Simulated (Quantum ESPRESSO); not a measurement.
# SrWN2 (R-3m) in Quantum ESPRESSO: reference runs

Aim: a first look at SrWN2 with PBE, on the cell as given.

Program: Quantum ESPRESSO 7.5. These are calculated values, not measurements. Logs are shortened: lines on timing, memory, paths and dates and some standing lists are left out, and cuts for length are marked.

### Step 1. Starting point

Symmetry: R-3m, No. 166, trigonal system. Conventional cell: a = 3.669 Å, b = 3.669 Å, c = 18.599 Å, α = 90.00°, β = 90.00°, γ = 120.00°. Sr (site symmetry -3m) has 6 N at 2.44 Å as nearest neighbours. W (site symmetry -3m) is surrounded by 6 N at 2.84 Å. N (site symmetry 3m) has 3 Sr at 2.44 Å as nearest neighbours.

The cell was built by a generator and needn't be a form met in nature.

### Step 2. Single point, PBE

The input, pw.in:

```
&CONTROL
  calculation = 'scf'
  prefix = 'pwscf'
  outdir = './tmp'
  pseudo_dir = './pseudo'
  tprnfor = .true.
  tstress = .true.
  disk_io = 'low'
/
&SYSTEM
  ibrav = 0
  nat = 4
  ntyp = 3
  ecutwfc = 60
  ecutrho = 480
  nbnd = 25
  occupations = 'smearing'
  smearing = 'fd'
  degauss = 0.00367493
/
&ELECTRONS
  conv_thr = 8d-10
  electron_maxstep = 120
  mixing_beta = 0.5
/
ATOMIC_SPECIES
Sr    87.6200 Sr_pbe_v1.uspp.F.UPF
W    183.8400 W_pbe_v1.2.uspp.F.UPF
N     14.0070 N.pbe-n-radius_5.UPF
CELL_PARAMETERS angstrom
   1.8344179100    1.0591016700    6.1995566400
  -1.8344179100    1.0591016700    6.1995566400
   0.0000000000   -2.1182033500    6.1995566400
ATOMIC_POSITIONS crystal
Sr     0.5000000000    0.5000000000    0.5000000000
W      0.0000000000    0.0000000000    0.0000000000
N      0.2313000000    0.2313000000    0.2313000000
N      0.7687000000    0.7687000000    0.7687000000
K_POINTS automatic
9 9 9 0 0 0
```

The input, pp_density.in:

```
&INPUTPP
  prefix = 'pwscf'
  outdir = './tmp'
  filplot = 'density.dat'
  plot_num = 0
/
&PLOT
  nfile = 1
  filepp(1) = 'density.dat'
  iflag = 3
  output_format = 6
  fileout = 'density.cube'
/
```

The input, pp_potential.in:

```
&INPUTPP
  prefix = 'pwscf'
  outdir = './tmp'
  filplot = 'potential.dat'
  plot_num = 11
/
&PLOT
  nfile = 1
  filepp(1) = 'potential.dat'
  iflag = 3
  output_format = 6
  fileout = 'potential.cube'
/
```

Potentials or basis: SSSP 1.3 efficiency PBE.

Launch:

```sh
> OMP_NUM_THREADS=1 pw.x -in pw.in > pw.out
> OMP_NUM_THREADS=1 pp.x -in pp_density.in > pp_density.out
> OMP_NUM_THREADS=1 pp.x -in pp_potential.in > pp_potential.out
```

pw.out:

```text
This program is part of the open-source Quantum ESPRESSO suite
     for quantum simulation of materials; please cite
         "P. Giannozzi et al., J. Phys.:Condens. Matter 21 395502 (2009);
         "P. Giannozzi et al., J. Phys.:Condens. Matter 29 465901 (2017);
         "P. Giannozzi et al., J. Chem. Phys. 152 154105 (2020);
     in publications or presentations arising from this work. More details at

     Message from routine setup:
     using ibrav=0 with symmetry is DISCOURAGED, use correct ibrav instead

     G-vector sticks info
     --------------------
     sticks:   dense  smooth     PW     G-vecs:    dense   smooth      PW
     Sum        3151    1571    497                86517    30579    5421

     Using Slab Decomposition

     bravais-lattice index     =            0
     lattice parameter (alat)  =      12.3804  a.u.
     unit-cell volume          =     487.6906 (a.u.)^3
     number of atoms/cell      =            4
     number of atomic types    =            3
     number of electrons       =        34.00
     number of Kohn-Sham states=           25
     kinetic-energy cutoff     =      60.0000  Ry
     charge density cutoff     =     480.0000  Ry
     scf convergence threshold =      8.0E-10
     mixing beta               =       0.5000
     number of iterations used =            8  plain     mixing
     Exchange-correlation= PBE
                           (   1   4   3   4   0   0   0)

     celldm(1)=  12.380416  celldm(2)=   0.000000  celldm(3)=   0.000000
     celldm(4)=   0.000000  celldm(5)=   0.000000  celldm(6)=   0.000000

     crystal axes: (cart. coord. in units of alat)
               a(1) = (   0.280003   0.161660   0.946290 )
               a(2) = (  -0.280003   0.161660   0.946290 )
               a(3) = (   0.000000  -0.323319   0.946290 )

     reciprocal axes: (cart. coord. in units 2 pi/alat)
               b(1) = (  1.785698  1.030973  0.352253 )
               b(2) = ( -1.785698  1.030973  0.352253 )
               b(3) = ( -0.000000 -2.061947  0.352253 )

     PseudoPot. # 1 for Sr read from file:
     Sr_pbe_v1.uspp.F.UPF
     Pseudo is Ultrasoft + core correction, Zval = 10.0
     Generated by new atomic code, or converted to UPF format
     Using radial grid of  883 points,  6 beta functions with:
                l(1) =   0
                l(2) =   0
                l(3) =   1
                l(4) =   1
                l(5) =   2
                l(6) =   2
     Q(r) pseudized with  6 coefficients,  rinner =    1.400   1.400   1.400
                                                       1.400   1.400

     PseudoPot. # 2 for W  read from file:
     W_pbe_v1.2.uspp.F.UPF
     Pseudo is Ultrasoft + core correction, Zval = 14.0
     Generated by new atomic code, or converted to UPF format
     Using radial grid of  923 points,  8 beta functions with:
                l(1) =   0
                l(2) =   0
                l(3) =   0
                l(4) =   1
                l(5) =   1
                l(6) =   2
                l(7) =   2
                l(8) =   3
     Q(r) pseudized with  6 coefficients,  rinner =    1.350   1.350   1.350
                                                       1.350   1.350   1.350
                                                       1.350

     PseudoPot. # 3 for N  read from file:
     N.pbe-n-radius_5.UPF
     Pseudo is Ultrasoft + core correction, Zval =  5.0
     Generated using "atomic" code by A. Dal Corso  v.5.1
     Using radial grid of 1085 points,  4 beta functions with:
                l(1) =   0
                l(2) =   0
                l(3) =   1
                l(4) =   1
     Q(r) pseudized with 0 coefficients

     atomic species   valence    mass     pseudopotential
     Sr               10.00    87.62000     Sr( 1.00)
     W                14.00   183.84000     W ( 1.00)
     N                 5.00    14.00700     N ( 1.00)

     12 Sym. Ops., with inversion, found

   Cartesian axes

     site n.     atom                  positions (alat units)
         1        Sr     tau(   1) = (   0.0000000  -0.0000000   1.4194350  )
         2        W      tau(   2) = (   0.0000000   0.0000000   0.0000000  )
         3        N      tau(   3) = (   0.0000000  -0.0000000   0.6566306  )
         4        N      tau(   4) = (   0.0000000  -0.0000000   2.1822394  )

     number of k points=    85  Fermi-Dirac smearing, width (Ry)=  0.0037
                       cart. coord. in units 2pi/alat
        k(    1) = (   0.0000000   0.0000000   0.0000000), wk =   0.0027435
        k(    2) = (  -0.0000000  -0.2291052   0.0391392), wk =   0.0164609
        k(    3) = (  -0.0000000  -0.4582104   0.0782784), wk =   0.0164609
        k(    4) = (  -0.0000000  -0.6873156   0.1174176), wk =   0.0164609
        k(    5) = (  -0.0000000  -0.9164208   0.1565568), wk =   0.0164609
        k(    6) = (  -0.1984109  -0.1145526   0.0782784), wk =   0.0164609
[... 77 lines left out ...]
        k(   84) = (   0.0000000   0.0000000   0.4696704), wk =   0.0054870
        k(   85) = (   0.0000000   1.8328416   0.1565568), wk =   0.0164609

     Dense  grid:    86517 G-vectors     FFT dimensions: (  90,  90,  90)

     Smooth grid:    30579 G-vectors     FFT dimensions: (  64,  64,  64)

     Initial potential from superposition of free atoms

     starting charge      33.8660, renormalised to      34.0000

     negative rho (up, down):  1.274E-01 0.000E+00
     Starting wfcs are   34 randomized atomic wfcs

     Self-consistent Calculation

     iteration #  1     ecut=    60.00 Ry     beta= 0.50
     Davidson diagonalization with overlap
     ethr =  1.00E-02,  avg # of iterations =  2.0

     negative rho (up, down):  1.285E-01 0.000E+00

     total energy              =    -266.58279382 Ry
     estimated scf accuracy    <       4.88892610 Ry

     iteration #  2     ecut=    60.00 Ry     beta= 0.50
     Davidson diagonalization with overlap
     ethr =  1.00E-02,  avg # of iterations =  3.1

     negative rho (up, down):  1.312E-01 0.000E+00

     total energy              =    -266.74915194 Ry
     estimated scf accuracy    <      39.24011778 Ry
[... 100 lines left out ...]
     iteration # 14     ecut=    60.00 Ry     beta= 0.50
     Davidson diagonalization with overlap
     ethr =  1.79E-11,  avg # of iterations =  4.0

     negative rho (up, down):  1.341E-01 0.000E+00

     total energy              =    -269.25629437 Ry
     estimated scf accuracy    <          6.4E-09 Ry

     iteration # 15     ecut=    60.00 Ry     beta= 0.50
     Davidson diagonalization with overlap
     ethr =  1.79E-11,  avg # of iterations =  2.0

     negative rho (up, down):  1.341E-01 0.000E+00

     End of self-consistent calculation

          k = 0.0000 0.0000 0.0000 (  3863 PWs)   bands (ev):

   -66.3099 -30.2952 -30.2952 -30.2451 -23.2321  -6.2853  -5.1207  -5.1207
    -3.7047  -1.8742   4.4683   6.8845   6.8845   8.1811   8.4804   8.8357
     8.8357   8.8772   8.8772   9.9182   9.9182  10.0047  14.9288  16.4694
    16.4694

          k =-0.0000-0.2291 0.0391 (  3851 PWs)   bands (ev):

   -66.3097 -30.3008 -30.2966 -30.2444 -23.2203  -6.2201  -5.4683  -5.1486
    -3.3501  -2.0037   4.6898   6.9672   6.9716   7.7596   8.1443   8.5557
     8.5647   8.9246   9.0868  10.0630  10.1525  10.7307  14.8440  16.3256
    16.5845

          k =-0.0000-0.4582 0.0783 (  3843 PWs)   bands (ev):

   -66.3093 -30.3151 -30.3003 -30.2427 -23.1905  -6.1348  -5.9426  -5.2179
    -2.8466  -2.2409   5.2120   6.9037   7.1689   7.1832   7.5884   8.2250
     8.4601   9.2870   9.3840  10.3424  10.5298  11.2892  14.8653  15.7816
    16.9594
[... 150 lines left out ...]
   -66.3084 -30.3414 -30.3110 -30.2391 -23.1276  -6.7772  -5.5581  -5.4507
    -3.1531  -1.7795   5.3578   6.6715   7.0549   7.3672   7.5851   7.9873
     8.5060   9.9026  10.1530  10.6813  10.8852  12.5568  13.2493  15.3407
    16.7450

          k = 0.0000 0.0000 0.1174 (  3854 PWs)   bands (ev):

   -66.3099 -30.2952 -30.2952 -30.2451 -23.2320  -6.2921  -5.1208  -5.1208
    -3.6834  -1.8925   4.5191   6.9180   6.9180   7.9408   8.5382   8.6462
     8.6462   8.9420   8.9420  10.0292  10.0292  10.1935  14.7460  16.4169
    16.4169

          k = 0.0000-0.2291 0.1566 (  3856 PWs)   bands (ev):

   -66.3097 -30.3008 -30.2966 -30.2444 -23.2203  -6.2294  -5.4662  -5.1487
    -3.3233  -2.0241   4.7414   6.9661   7.0588   7.4300   8.2117   8.5120
     8.5878   8.9709   9.2296   9.9755  10.0386  10.9499  14.7027  16.2390
    16.4601

          k = 0.0000-0.4582 0.1957 (  3837 PWs)   bands (ev):

   -66.3093 -30.3151 -30.3003 -30.2427 -23.1904  -6.1316  -5.9515  -5.2180
    -2.8433  -2.2304   5.1724   6.7487   7.1080   7.2604   7.8667   8.3419
     8.3530   9.4300   9.4575  10.1759  10.2925  11.2129  15.0203  15.6958
    16.8804

          k =-0.0000-0.6873 0.2348 (  3842 PWs)   bands (ev):

   -66.3088 -30.3312 -30.3045 -30.2407 -23.1561  -6.5525  -5.7351  -5.2949
    -2.9815  -2.0040   5.5954   6.4857   7.1792   7.2435   7.5253   8.1701
     8.2253   9.7503   9.9508  10.4651  10.5263  11.4864  14.7459  15.2600
    16.9920

          k = 0.0000 1.1455-0.0783 (  3813 PWs)   bands (ev):

   -66.3085 -30.3417 -30.3072 -30.2394 -23.1335  -6.8143  -5.5051  -5.3439
    -3.2656  -1.7638   5.8464   6.6282   6.8863   7.2238   7.3467   7.9931
     8.1890   9.9982  10.2715  10.7067  10.8212  12.2806  13.5150  14.8170
    16.8776
[... 185 lines left out ...]
   -66.3088 -30.3312 -30.3045 -30.2407 -23.1562  -6.5553  -5.7242  -5.2944
    -2.9633  -2.0454   5.7414   6.6090   6.8410   7.3578   7.4680   7.7875
     8.3856   9.6739   9.7069  10.7560  10.9697  11.7896  14.4624  15.6466
    16.6571

          k = 0.0000 0.0000 0.2348 (  3851 PWs)   bands (ev):

   -66.3099 -30.2952 -30.2952 -30.2451 -23.2319  -6.3091  -5.1209  -5.1209
    -3.6282  -1.9402   4.6605   7.0175   7.0175   7.5081   8.3404   8.3404
     8.5669   8.9745   8.9745  10.2543  10.2543  10.6209  14.3283  16.2891
    16.2892

          k = 0.0000-0.2291 0.2740 (  3845 PWs)   bands (ev):

   -66.3097 -30.3008 -30.2966 -30.2444 -23.2201  -6.2459  -5.4619  -5.1488
    -3.2723  -2.0665   4.8556   7.0280   7.0638   7.2249   8.0473   8.3454
     8.6670   8.9773   9.2364  10.1037  10.1530  11.1170  14.4335  16.1375
    16.3437

          k = 0.0000-0.4582 0.3131 (  3827 PWs)   bands (ev):

   -66.3093 -30.3151 -30.3003 -30.2427 -23.1903  -6.1343  -5.9554  -5.2180
    -2.8219  -2.2396   5.1738   6.6235   7.0993   7.3467   7.9854   8.2845
     8.3718   9.4836   9.5411  10.1365  10.1692  11.1187  15.1018  15.7148
    16.8751

          k = 0.0000 1.3746 0.0000 (  3844 PWs)   bands (ev):

   -66.3088 -30.3312 -30.3045 -30.2407 -23.1561  -6.5489  -5.7397  -5.2947
    -2.9925  -1.9863   5.4782   6.5301   7.1451   7.1778   7.7875   8.0975
     8.3546   9.7560   9.9420  10.3503  10.4773  11.4098  14.9821  15.2793
    16.5801

          k = 0.0000 1.1455 0.0391 (  3822 PWs)   bands (ev):

   -66.3085 -30.3417 -30.3072 -30.2394 -23.1335  -6.8110  -5.5048  -5.3436
    -3.2818  -1.7446   5.5549   6.8287   6.9073   7.1778   7.4223   8.1490
     8.2525   9.9967  10.2359  10.5962  10.8109  12.2156  13.5067  14.9615
    16.7878
[... 87 lines left out ...]
   -66.3085 -30.3417 -30.3072 -30.2394 -23.1336  -6.8077  -5.5032  -5.3432
    -3.2986  -1.7260   5.3428   6.7497   7.0654   7.1059   7.6461   8.1324
     8.4536   9.9924  10.1793  10.5003  10.8184  12.1628  13.4843  15.1369
    16.7206

          k = 0.0000 0.0000 0.3523 (  3857 PWs)   bands (ev):

   -66.3099 -30.2952 -30.2952 -30.2451 -23.2317  -6.3280  -5.1210  -5.1210
    -3.5626  -1.9976   4.8537   7.0851   7.1790   7.1790   8.0120   8.0120
     8.5657   8.9946   8.9946  10.4606  10.4606  11.0923  13.8667  16.1521
    16.1521

          k = 0.0000-0.2291 0.3914 (  3838 PWs)   bands (ev):

   -66.3097 -30.3008 -30.2966 -30.2444 -23.2200  -6.2617  -5.4575  -5.1489
    -3.2185  -2.1133   4.9945   6.8034   7.1505   7.3791   7.8012   8.1082
     8.6919   9.0103   9.1748  10.3192  10.3260  11.2396  14.1635  16.0059
    16.2817

          k = 0.0000 1.6037 0.0783 (  3834 PWs)   bands (ev):

   -66.3093 -30.3151 -30.3003 -30.2427 -23.1902  -6.1416  -5.9525  -5.2179
    -2.7902  -2.2666   5.2162   6.5469   7.1431   7.4299   7.8090   8.2758
     8.3921   9.4277   9.5490  10.2041  10.2654  11.1054  15.0831  15.6792
    16.6518

          k = 0.0000 1.3746 0.1174 (  3845 PWs)   bands (ev):

   -66.3088 -30.3312 -30.3045 -30.2407 -23.1561  -6.5465  -5.7410  -5.2944
    -2.9977  -1.9813   5.4119   6.6005   7.0983   7.1245   7.9089   8.0579
     8.4323   9.7395   9.8243  10.3380  10.5851  11.4226  15.1321  15.3725
    16.2006
[... 31 lines left out ...]
   -66.3099 -30.2952 -30.2952 -30.2451 -23.2316  -6.3401  -5.1211  -5.1211
    -3.5177  -2.0372   5.0118   6.8051   7.3868   7.3868   7.7140   7.7140
     8.5599   9.0057   9.0057  10.5793  10.5793  11.4348  13.5318  16.0666
    16.0666

          k = 0.0000 1.8328 0.1566 (  3840 PWs)   bands (ev):

   -66.3097 -30.3008 -30.2966 -30.2445 -23.2200  -6.2695  -5.4550  -5.1489
    -3.1888  -2.1410   5.0855   6.6745   7.3253   7.4277   7.6862   7.8495
     8.6927   9.0878   9.1105  10.3268  10.5148  11.3509  13.9927  15.9019
    16.2979

     the Fermi energy is     9.0110 ev

!    total energy              =    -269.25629437 Ry
     estimated scf accuracy    <          6.2E-10 Ry
     smearing contrib. (-TS)   =      -0.00196989 Ry
     internal energy E=F+TS    =    -269.25432448 Ry

     The total energy is F=E-TS. E is the sum of the following terms:
     one-electron contribution =     -54.51262651 Ry
     hartree contribution      =      39.71006170 Ry
     xc contribution           =     -69.48007464 Ry
     ewald contribution        =    -184.97168503 Ry

     convergence has been achieved in  15 iterations

     negative rho (up, down):  1.341E-01 0.000E+00

     Forces acting on atoms (cartesian axes, Ry/au):

     atom    1 type  1   force =    -0.00000000   -0.00000000   -0.00000000
     atom    2 type  2   force =     0.00000000    0.00000000    0.00000000
     atom    3 type  3   force =     0.00000000   -0.00000000    0.20313837
     atom    4 type  3   force =    -0.00000000    0.00000000   -0.20313837

     Total force =     0.287281     Total SCF correction =     0.000018

     Computing stress (Cartesian axis) and pressure

     negative rho (up, down):  1.341E-01 0.000E+00
          total   stress  (Ry/bohr**3)                   (kbar)     P=     -213.24
  -0.00127616   0.00000000  -0.00000000         -187.73        0.00       -0.00
  -0.00000000  -0.00127616  -0.00000000           -0.00     -187.73       -0.00
  -0.00000000  -0.00000000  -0.00179641           -0.00       -0.00     -264.26

=------------------------------------------------------------------------------=
   JOB DONE.
=------------------------------------------------------------------------------=
```

It took 8.6 min on 1 thread of Intel Xeon Platinum 8488C (Sapphire Rapids), shared host; peak memory 0.76 GiB.

What came out:

```yaml
Free_energy: -3663.4185 eV
Pressure: -21.3 GPa
Largest_force: 5.223 eV/Å
Band_gap_on_the_k_mesh: none (metal or under the smearing width)
```

Forces on the atoms (eV/Å):
```
Sr   0.000  0.000  0.000
W    0.000  0.000  0.000
N    0.000  0.000  5.223
N    0.000  0.000 -5.223
```

Stress tensor (GPa, compression positive):
```
-18.77   0.00   0.00
  0.00 -18.77   0.00
  0.00   0.00 -26.43
```

Caveat: so large a pressure means that the cell lies far from this level's equilibrium, or that cutoff or potentials fall short; forces of over 1 eV/Å show positions far from the minimum, so gaps and moduli don't describe the material at rest. Spin-orbit coupling is left out, which matters for the levels of W.
